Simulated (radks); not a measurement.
# Ba²⁺ in [Xe]: an all-electron calculation

The task here is to estimate one member of a computed series from the others.

Program: radks (a radial shooting solver on a logarithmic mesh, Libxc functionals) version 1. Level of theory: scalar-relativistic Kohn-Sham, PBE, spin-polarised, spherical densities, finite nucleus. These are calculated values, not measurements, unless marked.

### Starting point

```
element            : barium (Z = 56)
charge             : +2
electrons          : 54
configuration      : [Xe]
nuclear rms radius : 4.8378 fm
```

Outer shells as boxes (Hund's rule):

Ba²⁺
```
[Kr] core
4d [↑↓][↑↓][↑↓][↑↓][↑↓]
5s [↑↓]
5p [↑↓][↑↓][↑↓]
```

Set-up of the first run:

Input:

```text
Z 56
configuration [Xe] 6s0 4f0 5d0 6p0
relativity scalar-relativistic
functional pbe,pbe
spin polarised
nucleus finite rms 4.8378 fm
c 137.035999084
```

One table of the session follows, with a row left open; its other results are not shown here.

It belongs to the step «Radial structure». From the orbitals of this run (lengths in bohr):

```
level      <r>  outermost maximum (interpolated)  90 % within  nodes
   1s  0.02558                            0.0164       0.0461      0
   2s   0.1098                            0.0929        0.170      1
   2p  0.09619                            0.0746        0.157      0
   3s   0.2920                             0.266        0.429      2
   3p        ?                                 ?            ?      ?
   3d   0.2666                             0.215        0.417      0
   4s   0.6739                             0.625        0.968      3
   4p   0.7155                             0.654         1.04      2
   4d   0.8001                             0.695         1.21      1
   5s    1.632                              1.47         2.35      4
   5p    1.894                              1.67         2.76      3
   5d    2.801                              2.31         4.23      2
   6s    3.912                              3.61         5.55      5
   4f    1.491                             0.823         2.73      0
```

Estimate the missing values for 3p.

The run gave: <r>: 0.2899; outermost maximum (interpolated): 0.261; 90 % within: 0.435; nodes: 1. In the column «<r>» it lies between 3d (0.2666) and 3s (0.2920).
